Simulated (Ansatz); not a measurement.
Crystal: Ba2Tl5V3O12.

```xyz
22
Lattice="10.9746 0.0000 0.0000 0.0000 10.9746 0.0000 0.0000 0.0000 6.6040" Properties=species:S:1:pos:R:3 pbc="T T T"
Ba    0.0000    5.4873    0.0000
Ba    5.4873    0.0000    0.0000
V     5.4873    5.4873    0.0000
V     5.4873    0.0000    3.3020
V     0.0000    5.4873    3.3020
Tl    5.4873    5.4873    3.3020
Tl    7.8205    3.1541    2.6567
Tl    3.1541    7.8205    2.6567
Tl    7.8205    7.8205    3.9473
Tl    3.1541    3.1541    3.9473
O     4.5066    6.4680    1.0415
O     6.4680    4.5066    1.0415
O     6.4680    6.4680    5.5625
O     4.5066    4.5066    5.5625
O     6.4378    0.9405    2.2043
O     4.5368    0.9405    4.3997
O     6.4378   10.0340    4.3997
O     4.5368   10.0340    2.2043
O     0.9405    6.4378    2.2043
O     0.9405    4.5368    4.3997
O    10.0340    6.4378    4.3997
O    10.0340    4.5368    2.2043
```

The cell was built by a generator and needn't be a form met in nature.

| Quantity | Value |
| --- | --- |
| Program | Ansatz 0.2.0 |
| Task | relaxation of cell and atoms |
| Functional | BLYP |
| Potentials or basis | Ansatz PAW |
| Cutoff | 420 eV (not typed: the program's choice for these potentials) |
| k mesh | 2 × 2 × 3 |
| Occupations | fermi-dirac, width 0.05 eV |
| Spin | collinear spin, ferromagnetic start |
| Starting moments | [0.0, 0.0, 2.0, 2.0, 2.0, 0.0, 0.0, 0.0, 0.0, 0.0, 0.0, 0.0, 0.0, 0.0, 0.0, 0.0, 0.0, 0.0, 0.0, 0.0, 0.0, 0.0] μB |

At the start: volume 36.15 Å³/atom.

Q: How do energy, volume and symmetry change on relaxing?

A: It ends after 10 steps and the volume is 39.26 Å³/atom (+8.6 %); space group P-42m (No. 111, to 0.05 Å); moment 0.00 μB per cell.

The path:
| step | energy change (eV) | largest force (eV/Å) | volume (Å³) |
| --- | --- | --- | --- |
| 1 | 0.0000 | 0.2586 | 795.39 |
| 2 | 0.0410 | 0.3087 | 853.20 |
| 3 | -0.0732 | 0.1244 | 834.77 |
| 4 | -0.0762 | 0.0378 | 837.52 |
| 5 | -0.0711 | 0.0140 | 842.86 |
| 6 | -0.0698 | 0.0120 | 844.02 |
| 7 | -0.1628 | 0.0118 | 844.02 |
| 8 | -0.1557 | 0.0121 | 855.89 |
| 9 | -0.1459 | 0.0041 | 863.74 |
| 10 | -0.1764 | 0.0040 | 863.74 |

Final structure:
```
CELL_PARAMETERS angstrom
11.36784 0.00000 0.00000
0.00000 11.36784 0.00000
0.00000 0.00000 6.68389
ATOMIC_POSITIONS crystal
Ba 0.00000 0.50000 0.00000
Ba 0.50000 0.00000 0.00000
V 0.50000 0.50000 0.00000
V 0.50000 0.00000 0.50000
V 0.00000 0.50000 0.50000
Tl 0.50000 0.50000 0.50000
Tl 0.71778 0.28222 0.36216
Tl 0.28222 0.71778 0.36216
Tl 0.71778 0.71778 0.63784
Tl 0.28222 0.28222 0.63784
O 0.41308 0.58692 0.15610
O 0.58692 0.41308 0.15610
O 0.58692 0.58692 0.84390
O 0.41308 0.41308 0.84390
O 0.58386 0.08359 0.33460
O 0.41614 0.08359 0.66540
O 0.58386 0.91641 0.66540
O 0.41614 0.91641 0.33460
O 0.08359 0.58386 0.33460
O 0.08359 0.41614 0.66540
O 0.91641 0.58386 0.66540
O 0.91641 0.41614 0.33460
```

Caveat: the plane-wave basis is chosen anew once the cell has moved, so the energies of steps on either side of that aren't comparable; the PAW data sets come from PBE, with cores solved anew for the run's functional, which leaves a small shift of forces and pressure; the starting moments weren't kept.
